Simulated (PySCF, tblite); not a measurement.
# C₄H₉BF₃N: geometry, infrared bands and NMR shifts

Aim: predict the infrared bands and NMR shifts of C₄H₉BF₃N (`BN(C)CCC(F)(F)F`).

Programs: tblite 0.8.0 and PySCF 2.14.0, with density-fitted response routines of our own. Each step states its level of theory. These are calculated values for one molecule in the gas phase, unless marked as measured. Atoms are numbered from 0 throughout.

## 1. The starting structure

18 atoms, charge 0, multiplicity 1; geometry from: force field or distance geometry start.

Bonds of the start (Å): B0–N1 1.51, N1–C2 1.45, N1–C3 1.46, C3–C4 1.51, C4–C5 1.53, C5–F6 1.38, C5–F7 1.39, C5–F8 1.38, B0–H9 1.21, B0–H10 1.19, C2–H11 1.09, C2–H12 1.12, C2–H13 1.12, C3–H14 1.13, C3–H15 1.13, C4–H16 1.10, C4–H17 1.11.

## 2. Relaxing the molecule with GFN2-xTB

The job: settings as JSON, then the geometry in Å.

```
{"job": {"kind": "relax", "xc": "GFN2-xTB", "basis": "xTB"}, "charge": 0, "multiplicity": 1}
B     -1.520500     0.251700    -1.264400
N     -1.124300    -0.546300    -0.047400
C     -2.080800    -0.225200     0.993100
C      0.166800    -0.052400     0.409200
C      1.263600    -0.344200    -0.589900
C      2.609100     0.182800    -0.097100
F      3.536600    -0.112100    -1.076600
F      2.863300    -0.534000     1.065700
F      2.548700     1.522700     0.216600
H     -2.389600    -0.287800    -1.908000
H     -1.742800     1.401100    -1.058300
H     -1.770100    -0.489700     2.009000
H     -2.313300     0.860900     0.872500
H     -2.998200    -0.823100     0.736000
H      0.057600     1.059200     0.586600
H      0.479600    -0.518900     1.393000
H      1.360600    -1.441500    -0.672800
H      1.044900     0.103000    -1.578700
```

Run with:

```
OMP_NUM_THREADS=1 python probes_run.py task.json out
```

One launch serves the whole session: the jobs run in the order shown.

**Question.** This job is followed by: GFN2-xTB harmonic vibrations, gas phase; GIAO PBE0/pcSseg-1 NMR shielding, non-relativistic, gas phase. What will the session give for the following? strongest single infrared mode (GFN2-xTB); zero-point energy (GFN2-xTB); ¹³C shifts against TMS (PBE0/pcSseg-1); ¹H shifts against TMS (PBE0/pcSseg-1, means over atoms taken as alike); ¹¹B shifts against BF3·OEt2 (PBE0/pcSseg-1); ¹⁵N shifts against NH3 (PBE0/pcSseg-1); ¹⁹F shifts against CFCl3 (PBE0/pcSseg-1, means over atoms taken as alike).

As calculated:

| quantity | value |
| --- | --- |
| strongest single infrared mode (GFN2-xTB) | 1189 cm⁻¹, 211 km/mol |
| zero-point energy (GFN2-xTB) | 84.2 kcal/mol |
| ¹³C shifts against TMS (PBE0/pcSseg-1) | 135.1, 55.4, 45.2, 39.8 ppm |
| ¹H shifts against TMS (PBE0/pcSseg-1, means over atoms taken as alike) | 4.68, 3.57, 3.18, 2.39 ppm |
| ¹¹B shifts against BF3·OEt2 (PBE0/pcSseg-1) | 38.2 ppm |
| ¹⁵N shifts against NH3 (PBE0/pcSseg-1) | 149.9 ppm |
| ¹⁹F shifts against CFCl3 (PBE0/pcSseg-1, means over atoms taken as alike) | -85.4 ppm |

In words: Relaxing lowered the energy by 2.318 eV in 181 steps; the close pair that moved most is B0–N1, from 1.508 to 1.381 Å. No mode is imaginary among the 48: a minimum at this level. The strongest single mode, at 1189 cm⁻¹, moves mainly C5. Unscaled tight-binding wavenumbers are off by several per cent, some by more. Its intensities can rank the bands wrongly. At PBE0/pcSseg-1: The largest span, 242 ppm, is at N1, where the paramagnetic term is -206 ppm.
